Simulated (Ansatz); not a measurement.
# C₂H₁₀NO₂SiY: ionisation energy by level of theory

One table from this session's results is given with a row withheld; the runs are named, their logs left out.

Method: unrestricted cation, the program's frozen cores in correlated methods; program: Ansatz 0.2.0, Gaussian basis.

Levels to be run: UKS PBE-D4/def2-TZVPP; UKS r2SCAN-D4/def2-TZVPP; UKS PBE0-D4/def2-TZVPP; UKS B3LYP-D4/def2-TZVPP; UKS wB97X-V/def2-TZVPP; UKS wB97M-V/def2-TZVPP; UKS B2PLYP/def2-TZVPP; UHF-MP2/def2-TZVPP; UHF-MP2/def2-QZVPP; then −ε(HOMO) from the neutral's earlier runs with LDA (SPW92), PBE-D4, revPBE-D4, BLYP-D4, r2SCAN-D4, B97M-V, PBE0-D4, B3LYP-D4, r2SCANh-D4, r2SCAN0-D4, HSE06-D4, BHLYP-D4, CAM-B3LYP-D4, LC-ωPBE, ωB97X-V, ωB97M-V.

2 further runs of the same task are left out: 1 for a known fault of the program, 1 that didn't finish.

**Structure used throughout**

The geometry comes from an earlier relaxation with PBE0-D4 in a triple-zeta def2 set; it is a stationary point, not always the lowest conformer. Y takes the def2 core potential; no spin-orbit term is included.

SMILES `C[N](C)[Y]([OH])[O][SiH3]`, 17 atoms, charge 0, spin multiplicity 1.

Atoms are counted from 1 here; the program's logs count them from 0.

Bond lengths: C1–N2 1.443 Å, C1–H8 1.097 Å, C1–H9 1.102 Å, C1–H10 1.102 Å, N2–C3 1.441 Å, N2–Y4 2.139 Å, C3–H11 1.102 Å, C3–H12 1.102 Å, C3–H13 1.095 Å, Y4–O5 2.026 Å, Y4–O6 2.074 Å, O5–H14 0.952 Å, O6–Si7 1.619 Å, Si7–H15 1.493 Å, Si7–H16 1.492 Å, Si7–H17 1.492 Å. Angles: N2–C1–H8 111.1°, N2–C1–H9 112.2°, N2–C1–H10 112.2°, H8–C1–H9 107.2°, H8–C1–H10 107.2°, H9–C1–H10 106.7°, C1–N2–C3 111.2°, C1–N2–Y4 122.5°, C3–N2–Y4 126.3°, N2–C3–H11 112.1°, N2–C3–H12 112.1°, N2–C3–H13 110.9°, H11–C3–H12 106.6°, H11–C3–H13 107.4°, H12–C3–H13 107.4°, N2–Y4–O5 116.1°, N2–Y4–O6 116.6°, O5–Y4–O6 127.2° and more.

The first run:

Contents of in.yaml:

```yaml
crystal:
  periodic: [false, false, false]
  atoms:
    - {symbol: C, position_ang: [1.229589, -1.579746, -0.237037]}
    - {symbol: N, position_ang: [0.784564, -0.466532, -1.039392]}
    - {symbol: C, position_ang: [1.379560, -0.499164, -2.351785]}
    - {symbol: Y, position_ang: [-0.584399, 1.004554, -0.305226]}
    - {symbol: O, position_ang: [-1.077174, 2.487268, -1.594290]}
    - {symbol: O, position_ang: [-1.255855, 0.760551, 1.641766]}
    - {symbol: Si, position_ang: [-1.806520, 0.605078, 3.156555]}
    - {symbol: H, position_ang: [0.777179, -1.553055, 0.761498]}
    - {symbol: H, position_ang: [0.965390, -2.549961, -0.687958]}
    - {symbol: H, position_ang: [2.322878, -1.582404, -0.098493]}
    - {symbol: H, position_ang: [2.479921, -0.452751, -2.309789]}
    - {symbol: H, position_ang: [1.123719, -1.420036, -2.900626]}
    - {symbol: H, position_ang: [1.039205, 0.347625, -2.956875]}
    - {symbol: H, position_ang: [-1.407537, 3.243959, -2.069009]}
    - {symbol: H, position_ang: [-2.569339, 1.812960, 3.588763]}
    - {symbol: H, position_ang: [-2.716796, -0.571023, 3.280472]}
    - {symbol: H, position_ang: [-0.684374, 0.412675, 4.121415]}
basis:
  gaussian: {orbitals: def2-TZVPP}
total_charge: 1
magnetization: {spin_polarized: true, initial_magnetization: 1}
hamiltonian: {xc: pbe, dispersion: d4}
```

Started as:

```bash
> ansatz run in.yaml --threads 2 --pin off --events-out ev --progress --plain --max-ram 22528MiB --backend cuda --devices 0, --max-vram 18GiB
```

Among the steps run: Cation, UKS PBE-D4/def2-TZVPP; Cation, UKS r2SCAN-D4/def2-TZVPP; Cation, UKS PBE0-D4/def2-TZVPP; Cation, UKS B3LYP-D4/def2-TZVPP; Cation, UKS wB97X-V/def2-TZVPP; Cation, UKS wB97M-V/def2-TZVPP; Cation, UKS B2PLYP (frozen core)/def2-TZVPP; Cation, UHF-MP2/def2-TZVPP; Cation, UHF-MP2/def2-QZVPP.

One of the session's tables, all rows but one given; the rest of the session is left out.

For comparison, −ε(HOMO) of the neutral from earlier runs:

| functional | −ε(HOMO) (eV) |
| --- | --- |
| LDA (SPW92) | 4.87 |
| PBE-D4 | 4.73 |
| revPBE-D4 | 4.67 |
| BLYP-D4 | 4.62 |
| r2SCAN-D4 | 4.91 |
| B97M-V | 5.02 |
| PBE0-D4 | 5.90 |
| B3LYP-D4 | ? |
| r2SCANh-D4 | 5.36 |
| r2SCAN0-D4 | 6.04 |
| HSE06-D4 | 5.51 |
| BHLYP-D4 | 7.02 |
| CAM-B3LYP-D4 | 7.22 |
| LC-ωPBE | 8.50 |
| ωB97X-V | 8.20 |
| ωB97M-V | 8.15 |

Estimate the missing values for B3LYP-D4.

Worked estimate for «−ε(HOMO) (eV)». Against the share of exact exchange, BLYP-D4 (0, 4.62), BHLYP-D4 (0.5, 7.02) give a slope of 4.80 per unit share; at 0.2 the line stands at 5.58.

As computed: −ε(HOMO) (eV): 5.71. In «−ε(HOMO) (eV)» the line misses by -0.13.
